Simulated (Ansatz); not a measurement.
# Te4Pt3 (R-3m) in Ansatz: notebook

One crystal, Te4Pt3, is run at these levels: LDA, r2SCAN; tasks: band structure.

Everything below comes from runs of Ansatz 0.2.0. Logs are shortened: lines on timing, memory, paths and dates and some standing lists are left out, and cuts for length are marked.

## 1. Starting point

It takes space group R-3m (No. 166, trigonal). The conventional cell has a = 3.988 Å, b = 3.988 Å, c = 35.390 Å, α = 90.00°, β = 90.00°, γ = 120.00°. Around Pt (site symmetry 3m) lie 3 Te at 2.64 Å and 3 Pt at 2.73 Å. Around Pt (site symmetry -3m) lie 6 Te at 2.67 Å. Around Te (site symmetry 3m) lie 3 Pt at 2.67 Å. Around Te (site symmetry 3m) lie 3 Pt at 2.64 Å.

## 2. Band structure, LDA

The input, input.yaml:

```yaml
crystal:
  lattice:
    - [1.994, 1.1512364368, 11.7966666667]
    - [-1.994, 1.1512364368, 11.7966666667]
    - [0.0, -2.3024728735, 11.7966666667]
  atoms:
    - { symbol: Pt, position: [0.854, 0.854, 0.854] }
    - { symbol: Pt, position: [0.146, 0.146, 0.146] }
    - { symbol: Pt, position: [0.0, 0.0, 0.0] }
    - { symbol: Te, position: [0.705, 0.705, 0.705] }
    - { symbol: Te, position: [0.295, 0.295, 0.295] }
    - { symbol: Te, position: [0.557, 0.557, 0.557] }
    - { symbol: Te, position: [0.443, 0.443, 0.443] }
hamiltonian:
  xc: lda
  pseudopotentials: { kind: paw }
kpoints:
  mp_grid: { grid: [8, 8, 8] }
  band_path:
    path:
      - [[0.0, 0.0, 0.0], [0.5, 0.0, 0.0], [0.5, 0.1730158692, -0.1730158692]]
      - [[0.8269841308, 0.5, 0.1730158692], [0.5, 0.5, 0.5], [0.0, 0.0, 0.0], [0.3365079346, 0.0, -0.3365079346]]
      - [[0.6634920654, 0.3365079346, 0.0], [0.5, 0.5, 0.0], [0.6634920654, 0.6634920654, 0.1730158692], [0.5, 0.5, 0.5]]
      - [[0.5, 0.0, 0.0], [0.8269841308, 0.3365079346, 0.3365079346]]
    npoints: 10
scf:
  occupations: { method: fermi_dirac, width: 0.05 }
  n_extra_bands: 17
output:
  forces: true
  stress: true
  eigenvalues: true
  fatbands: true
```

Potentials or basis: Ansatz PAW.

The run is started by

```console
> ansatz run input.yaml --threads 4 --pin off --max-ram 11264MiB --backend cpu --events-out ev --progress --plain --runs-dir out
```

The log of the run:

```text
Warning: RAYON_NUM_THREADS=4 ignored (pool sized by the plan → 4); use --threads N
basis.fft_grid_basis auto: the FFT boxes are laid along the combinations [[1, 0, -1], [0, 1, -1], [0, 0, 1]] of the cell's own vectors, 3.988, 3.988 and 12.019 Å long. The dense box has 27×27×81 points. Along the cell's own vectors, as sized, it would have 81×81×81, 9.00 times as many. Of the 12 symmetry operations that the crystal satisfies within crystal.symmetry.tolerance (time reversal apart; of a slab, those that keep its plane) the dense box along the cell's own vectors carries 12, and the one as laid loses 8 of those. basis.fft_grid_basis: typed keeps the cell's own vectors: state it where this run's energies or levels are differenced outside the engine with another run's, or held beside a run that keeps those vectors.
scf.n_extra_bands = 17 over 59 filled bands (N_el = 118.0): the run solves 76 bands
Engine: ansatz 0.2.0, x86_64-unknown-linux-gnu
Pseudopotentials: kind: paw
Pseudopotential: Pt, paw, valence charge 18, recommended cutoff 420 eV (normal), Pt.paw.azcp
Pseudopotential: Te, paw, valence charge 16, recommended cutoff 420 eV (normal), Te.paw.azcp
Functional definition: SPW92
  exchange = slater_x
  correlation = pw_c
Crystal: 7 atoms, lattice volume = 162.480 Å³
Basis set: ecut = 420 eV, 3183 PW (Γ), FFT grids on a1−a3, a2−a3, a3
Bands: 76, of which v1, the nominal top of the filled ones, is band 59 counted from 1 (58 counted from 0)
Symmetry: 12 space group operations
Space group: R-3m (ITA 166), of the structure as read, at distance tolerance 5.5e-5 Å
k-points: 65 of 512
Non-local potential: Pt, projectors of the file, l = 0: 3, l = 1: 2, l = 2: 2, l = 3: 1
Non-local potential: Te, projectors of the file, l = 0: 2, l = 1: 2, l = 2: 2, l = 3: 2
PAW form: soft (Blöchl's): semilocal exchange-correlation on the pseudo side does not see the compensation charge
PAW frozen core: Pt, regenerated for the run's functional, and the local potential with it (the file was generated under x = pbe(κ = 0.804, μ = 0.2195149727645171), c = pbe(β = 0.06672455060314922))
PAW frozen core: Te, regenerated for the run's functional, and the local potential with it (the file was generated under x = pbe(κ = 0.804, μ = 0.2195149727645171), c = pbe(β = 0.06672455060314922))
PAW one-centre angular grid: Pt, 590 points (default); XC on 64 Gauss nodes
PAW one-centre angular grid: Te, 590 points (default); XC on 64 Gauss nodes
Initial density: superposition of atomic densities (neutral atoms: chi_scale 0, normalization atom), corrected by the library's trained network
Initial wavefunctions: pseudopotential atomic-orbital guess
Functional: x = slater, c = lda
SCF iter   1: F=—  HF=-64046.416326 eV  |F-HF|=—  |Δ(HF+E_count)|=         —  Δρ=6.34e-3  dr2=9.65e-2  ethr=1.77e-3  ⟨swp⟩=6.0  Hψ=19234  notcnv=0  defer=251
preconditioner: auto → LDOS  [metal: Δε(μ)=0.006 eV  Ē_g=10.100 eV  σ=0.050 eV  W_gap=0.03  n_scr=50 (ndim 8)  ℏωp=21.4 eV  f_vac=0.013  D(μ)=2.39/eV (n_scr^D=6)  β→1.0]
SCF iter   2: F=—  HF=-64046.409912 eV  |F-HF|=—  |Δ(HF+E_count)|=   6.41e-3  Δρ=3.66e-3  dr2=3.65e-2  ethr=8.18e-5  ⟨swp⟩=2.8  Hψ=9436  notcnv=0  defer=595
SCF iter   3: F=—  HF=-64046.399759 eV  |F-HF|=—  |Δ(HF+E_count)|=   1.02e-2  Δρ=1.32e-3  dr2=4.08e-3  ethr=3.10e-5  ⟨swp⟩=2.0  Hψ=7910  notcnv=0  defer=595
SCF iter   4: F=—  HF=-64046.398491 eV  |F-HF|=—  |Δ(HF+E_count)|=   1.27e-3  Δρ=1.75e-4  dr2=5.94e-5  ethr=3.45e-6  ⟨swp⟩=2.0  Hψ=7384  notcnv=0  defer=595
SCF iter   5: F=—  HF=-64046.398459 eV  |F-HF|=—  |Δ(HF+E_count)|=   3.23e-5  Δρ=5.10e-5  dr2=4.54e-6  ethr=5.04e-8  ⟨swp⟩=2.0  Hψ=7468  notcnv=0  defer=595
SCF iter   6: F=—  HF=-64046.398459 eV  |F-HF|=—  |Δ(HF+E_count)|=   5.15e-7  Δρ=1.21e-5  dr2=2.90e-7  ethr=3.85e-9  ⟨swp⟩=2.0  Hψ=7949  notcnv=0  defer=595
SCF iter   7: F=-64046.398459 eV  HF=-64046.398459 eV  |F-HF|=5.99e-9  |Δ(HF+E_count)|=   7.50e-9  Δρ=2.89e-6  dr2=1.56e-8  ethr=8.47e-11  ⟨swp⟩=11.2  Hψ=24616  notcnv=0
SCF 1 converged in 7 iterations: F = -64046.398459 eV  dr2 = 1.56e-8
NSCF: frozen V_eff on 94 k-points
SCF converged after 7 iterations
Free energy (F): -64046.398459 eV
Harris-Foulkes:  -64046.398459 eV  (|F-HF|=5.99e-9)
Internal energy: -64046.378379 eV  (E = F + TS)
E sigma→0 (E₀):  -64046.388419 eV
Entropy (-TS):   -0.020079 eV (-2.868 meV/atom)
Fermi energy:    13.953496 eV
--- Per-component energies (eV) ---
  E_band       = -1639.113194
  E_kinetic    = 2647.807071
  E_local      = -11345.415849  (includes V_loc(G=0)·N_el)
  E_nonlocal   = -599.131299
  E_hartree    = 5704.024025
  E_xc         = -1279.626802
  E_vxc        = -1331.726339  (∫ρ·V_xc dr)
  E_paw        = -45575.131967  (= ΣΔE_a)
  E_vpaw       = -2418.690085  (= ΣTr[D̂ρ^β])
  E_aug_tail   = -0.000243  (compensation charges beyond the density's cutoff)
  E_ewald      = -13603.009567
  E_core_change = 4.106253  (= ΣΔE_core)
  E_smearing   = -0.020079  (= −TS)
  E_closure    = -0.000000  (closes the sum)
  Σ components = -64046.398459   (vs F -64046.398459, Δ=0.00e0)
--- Forces (eV/Å), atoms counted from 1 ---
  atom   1  Pt     0.00000000     0.00000000     0.10496214
  atom   2  Pt     0.00000000    -0.00000000    -0.10496214
  atom   3  Pt    -0.00000000     0.00000000     0.00000000
  atom   4  Te     0.00000000    -0.00000000    -0.00166427
  atom   5  Te     0.00000000     0.00000000     0.00166427
  atom   6  Te    -0.00000000    -0.00000000    -0.78307495
  atom   7  Te    -0.00000000     0.00000000     0.78307495
  max |Σ_I F_I| component: 1.11e-16 eV/Å
--- Stress (GPa, compression-positive) ---
       -3.597660       0.000000       0.000000
        0.000000      -3.597660       0.000000
        0.000000       0.000000      -3.343069
  P = ⅓ Tr σ = -3.5128 GPa (-35.128 kbar)
--- Band table (eV; the first three rows and the last of 65) ---
  k-point 0: bands = ["-85.1788", "-84.4441", "-84.4233", "-39.3426", "-39.3426", "-39.2532", "-38.6732", "-38.6732", "-38.5437", "-38.5437", "-38.5180", "-38.4211", "-23.2969", "-23.2969", "-23.2917", "-23.2917", "-23.2876", "-23.2876", "-23.2863", "-23.2860", "-23.2786", "-23.2786", "-23.2371", "-23.2371", "-23.2370", "-23.2370", "-23.2180", "-23.2180", "-23.2177", "-23.2177", "-23.2124", "-23.2107", "0.1286", "1.2277", "1.3230", "2.9141", "7.1848", "8.3571", "8.3571", "8.7177", "8.7177", "9.1751", "9.3911", "9.4091", "9.4091", "10.2741", "10.2741", "11.0659", "11.0659", "11.9377", "12.0764", "12.1964", "12.1964", "12.3482", "13.3355", "13.3355", "14.5459", "14.5459", "15.1333", "16.0157", "16.0157", "16.0828", "16.0828", "16.0979", "17.3463", "18.8287", "19.0283", "19.5601", "19.8799", "19.8799", "20.5842", "20.5842", "22.0042", "22.0042", "22.1855", "22.5301"]
  k-point 1: bands = ["-85.1788", "-84.4434", "-84.4240", "-39.3431", "-39.3427", "-39.2532", "-38.6755", "-38.6733", "-38.5633", "-38.5416", "-38.4990", "-38.4212", "-23.2967", "-23.2960", "-23.2926", "-23.2916", "-23.2884", "-23.2869", "-23.2861", "-23.2850", "-23.2786", "-23.2784", "-23.2372", "-23.2372", "-23.2367", "-23.2366", "-23.2182", "-23.2179", "-23.2178", "-23.2176", "-23.2121", "-23.2103", "0.3000", "1.3131", "1.4845", "2.8913", "7.3677", "8.1980", "8.4411", "8.7279", "8.7418", "9.0575", "9.3631", "9.5477", "9.6084", "10.0863", "10.1850", "10.8030", "10.8565", "11.4335", "12.0044", "12.1936", "12.3556", "12.4095", "13.1302", "13.2690", "13.5325", "14.3421", "14.6274", "15.1742", "15.6213", "15.8634", "16.5289", "16.7292", "18.0774", "18.5578", "19.5062", "19.6108", "19.9357", "19.9775", "20.8120", "21.0121", "21.2054", "21.2571", "22.4783", "22.5620"]
  k-point 2: bands = ["-85.1788", "-84.4414", "-84.4259", "-39.3445", "-39.3431", "-39.2531", "-38.6808", "-38.6732", "-38.5891", "-38.5370", "-38.4744", "-38.4223", "-23.2960", "-23.2949", "-23.2938", "-23.2916", "-23.2893", "-23.2861", "-23.2853", "-23.2831", "-23.2787", "-23.2777", "-23.2377", "-23.2375", "-23.2357", "-23.2356", "-23.2186", "-23.2182", "-23.2174", "-23.2171", "-23.2113", "-23.2095", "0.7800", "1.5930", "1.8511", "2.8206", "7.7344", "8.0910", "8.1929", "8.6308", "8.8494", "9.0334", "9.1768", "9.5439", "9.9437", "10.0670", "10.1417", "10.4632", "10.6035", "10.8148", "11.5475", "11.9870", "12.1815", "12.2765", "12.3664", "12.6113", "12.7799", "13.9793", "14.0133", "14.6203", "15.2083", "15.3994", "16.2434", "16.8649", "17.8758", "18.5816", "19.1657", "19.4830", "20.6125", "20.6592", "21.1616", "21.6176", "21.6923", "22.0871", "22.9965", "22.9971"]
  k-point 64: bands = ["-85.1788", "-84.4441", "-84.4233", "-39.3426", "-39.3426", "-39.2532", "-38.6732", "-38.6732", "-38.5437", "-38.5437", "-38.5181", "-38.4211", "-23.2969", "-23.2969", "-23.2917", "-23.2917", "-23.2876", "-23.2876", "-23.2863", "-23.2860", "-23.2786", "-23.2786", "-23.2371", "-23.2371", "-23.2369", "-23.2369", "-23.2180", "-23.2180", "-23.2177", "-23.2177", "-23.2124", "-23.2107", "0.1760", "0.8506", "1.8585", "2.6476", "7.8774", "8.0933", "8.3581", "8.3581", "8.7149", "8.7149", "9.4125", "9.4125", "9.7107", "10.2729", "10.2729", "11.0692", "11.0692", "11.6162", "12.1866", "12.1866", "12.3193", "13.2350", "13.3109", "13.3109", "13.9243", "14.7881", "14.7881", "15.3643", "15.3643", "16.5852", "16.5852", "16.8727", "17.3595", "18.1960", "19.6344", "19.6697", "19.6971", "19.6971", "20.6560", "20.6560", "21.6209", "21.6471", "21.8401", "21.8401"]
```

Run time: 34 s. Hardware: 4 threads of AMD EPYC (Zen 3), shared host; peak memory 0.92 GiB.

What came out:

```
Free energy            : -64046.3985 eV
Pressure               : -3.5 GPa
Largest force          : 0.783 eV/Å
Band gap on the k mesh : none (metal or under the smearing width)
```

Forces in eV/Å, atoms in the order of the input:
```
Pt   0.000  0.000  0.105
Pt   0.000  0.000 -0.105
Pt   0.000  0.000  0.000
Te   0.000  0.000 -0.002
Te   0.000  0.000  0.002
Te   0.000  0.000 -0.783
Te   0.000  0.000  0.783
```

Levels at the corners of the path, in eV from the Fermi level:
| point | band 56 | band 57 | band 58 | band 59 | band 60 | band 61 | band 62 | band 63 |
| --- | --- | --- | --- | --- | --- | --- | --- | --- |
| Γ | -0.62 | 0.59 | 0.59 | 1.18 | 2.06 | 2.06 | 2.13 | 2.13 |
| L | -2.27 | -1.64 | -1.43 | -0.88 | -0.61 | 0.86 | 1.73 | 1.74 |
| B1 | -1.98 | -1.86 | -1.23 | -0.97 | -0.71 | 0.58 | 1.25 | 2.06 |
| B | -1.98 | -1.86 | -1.23 | -0.97 | -0.71 | 0.58 | 1.25 | 2.06 |
| Z | -0.64 | -0.03 | 0.83 | 0.83 | 1.41 | 1.41 | 2.63 | 2.63 |
| Γ | -0.62 | 0.59 | 0.59 | 1.18 | 2.06 | 2.06 | 2.13 | 2.13 |
| X | -2.01 | -1.85 | -1.28 | -0.87 | -0.81 | 0.59 | 1.28 | 2.05 |
| Q | -2.01 | -1.85 | -1.28 | -0.87 | -0.81 | 0.59 | 1.28 | 2.05 |
| F | -2.12 | -1.63 | -1.59 | -1.17 | 0.08 | 0.87 | 1.37 | 2.53 |
| P1 | -2.14 | -1.64 | -1.50 | -1.22 | 0.00 | 0.99 | 1.16 | 2.53 |
| Z | -0.64 | -0.03 | 0.83 | 0.83 | 1.41 | 1.41 | 2.63 | 2.63 |
| L | -2.27 | -1.64 | -1.43 | -0.88 | -0.61 | 0.86 | 1.73 | 1.74 |
| P | -2.14 | -1.64 | -1.50 | -1.22 | 0.00 | 0.99 | 1.16 | 2.53 |

Caveat: spin-orbit coupling is left out, which moves the levels of the heavy elements; the PAW data sets come from PBE, with cores solved anew for the run's functional, which leaves a small shift of forces and pressure.

## 3. Band structure, r2SCAN

input.yaml: that of step 2 with these lines changed.

```diff
@@ -14,3 +14,3 @@
 hamiltonian:
-  xc: lda
+  xc: r2scan
   pseudopotentials: { kind: paw }
```

Potentials or basis: Ansatz PAW.

The run is started by

```console
> ansatz run input.yaml --threads 4 --pin off --max-ram 11264MiB --backend cpu --events-out ev --progress --plain --runs-dir out
```

Wall time 62 s (4 threads of AMD EPYC (Zen 3), shared host); peak memory 1.4 GiB.

Results (log left out):

```yaml
Free_energy: -65592.4484 eV
Pressure: 1.7 GPa
Largest_force: 0.656 eV/Å
Band_gap_on_the_k_mesh: none (metal or under the smearing width)
```

Forces in eV/Å, atoms in the order of the input:
```
Pt   0.000  0.000  0.254
Pt   0.000  0.000 -0.254
Pt   0.000  0.000  0.000
Te   0.000  0.000  0.201
Te   0.000  0.000 -0.201
Te   0.000  0.000 -0.656
Te   0.000  0.000  0.656
```

Stress tensor (GPa, compression positive):
```
1.62 0.00 0.00
0.00 1.62 0.00
0.00 0.00 1.80
```

Levels at the corners of the path, in eV from the Fermi level:
```tsv
point	band 57	band 58	band 59	band 60	band 61	band 62
Γ	0.59	0.59	1.27	2.14	2.14	2.23
L	-1.82	-1.50	-0.93	-0.59	0.97	1.79
B1	-2.06	-1.35	-1.05	-0.79	0.69	1.38
B	-2.06	-1.35	-1.05	-0.79	0.69	1.38
Z	0.03	0.85	0.85	1.45	1.45	2.76
Γ	0.59	0.59	1.27	2.14	2.14	2.23
X	-2.05	-1.40	-0.95	-0.89	0.70	1.41
Q	-2.05	-1.40	-0.95	-0.89	0.70	1.41
F	-1.82	-1.71	-1.23	0.09	0.90	1.48
P1	-1.82	-1.61	-1.28	0.00	1.02	1.28
Z	0.03	0.85	0.85	1.45	1.45	2.76
L	-1.82	-1.50	-0.93	-0.59	0.97	1.79
P	-1.82	-1.61	-1.28	0.00	1.02	1.28
```

Caveat: spin-orbit coupling is left out, which moves the levels of the heavy elements; the PAW data sets come from PBE, with cores solved anew for the run's functional, which leaves a small shift of forces and pressure.
